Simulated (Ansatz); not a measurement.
# TiPt3: the cost of one run

Method: DFT PBE, scalar-relativistic, plane waves, PAW, in Ansatz 0.2.0.

1 further run of the same task is left out (it didn't finish).

### Step 1. The system as given

The structure is cubic, space group Pm-3m (No. 221). Conventional cell: a = 4.711 Å, b = 4.711 Å, c = 4.711 Å, α = 90.00°, β = 90.00°, γ = 90.00°. Around Ti (site symmetry m-3m) lie 6 Pt at 2.36 Å. Pt (site symmetry 4/mmm) has 2 Ti at 2.36 Å as nearest neighbours.

Coordinates:

```cif
data_structure
_symmetry_space_group_name_H-M 'Pm-3m'
_symmetry_Int_Tables_number 221
_cell_length_a 4.7114
_cell_length_b 4.7114
_cell_length_c 4.7114
_cell_angle_alpha 90.000
_cell_angle_beta 90.000
_cell_angle_gamma 90.000
_cell_volume 104.58
loop_
_atom_site_label
_atom_site_type_symbol
_atom_site_symmetry_multiplicity
_atom_site_Wyckoff_symbol
_atom_site_fract_x
_atom_site_fract_y
_atom_site_fract_z
_atom_site_occupancy
Ti1 Ti 1 a 0.00000 0.00000 0.00000 1
Pt1 Pt 3 d 0.50000 0.00000 0.00000 1
```

It is the end of an earlier relaxation with the same method, from a generated guess; it is a trial structure. At a tolerance of 0.05 Å it has space group Pm-3m (No. 221); it has 26.14 Å³/atom, an uncorrected energy of +0.93 eV/atom over the elements.

### Step 2. Bands, states and charges

input.yaml

```yaml
crystal:
  lattice:
    - [4.7113627354, 0.0, 0.0]
    - [0.0, 4.7113627354, 0.0]
    - [0.0, 0.0, 4.7113627354]
  atoms:
    - { symbol: Ti, position: [0.0, 0.0, 0.0] }
    - { symbol: Pt, position: [0.5, 0.0, 0.0] }
    - { symbol: Pt, position: [0.0, 0.5, 0.0] }
    - { symbol: Pt, position: [0.0, 0.0, 0.5] }
basis:
  ecutwfc: 420
kpoints:
  mp_grid: { grid: [10, 10, 10] }
  band_path:
    path:
      - [[0.0, 0.0, 0.0], [0.0, 0.5, 0.0], [0.5, 0.5, 0.0], [0.0, 0.0, 0.0], [0.5, 0.5, 0.5], [0.0, 0.5, 0.0]]
      - [[0.5, 0.5, 0.5], [0.5, 0.5, 0.0]]
    npoints: 14
hamiltonian:
  xc: pbe
scf:
  occupations: { method: gaussian, width: 0.1 }
  n_extra_bands: 10
output:
  forces: true
  stress: true
  eigenvalues: true
  populations: true
  dos: { projected: true, de: 0.02, nscf_kmesh: { grid: [15, 15, 15] } }
  bader: true
  write_density: true
  write_potential: true
  elf: true
  volumetric_format: npy
```

On the command line:

```console
$ ansatz run input.yaml --threads 1 --pin off --max-ram 2560MiB --backend cpu --events-out ev --progress --plain --runs-dir out
```

**Question.** How long does this run take on 1 thread of Arm Neoverse V1, shared host, and how much memory does it need?

About 71 s, with a peak of 0.57 GiB.
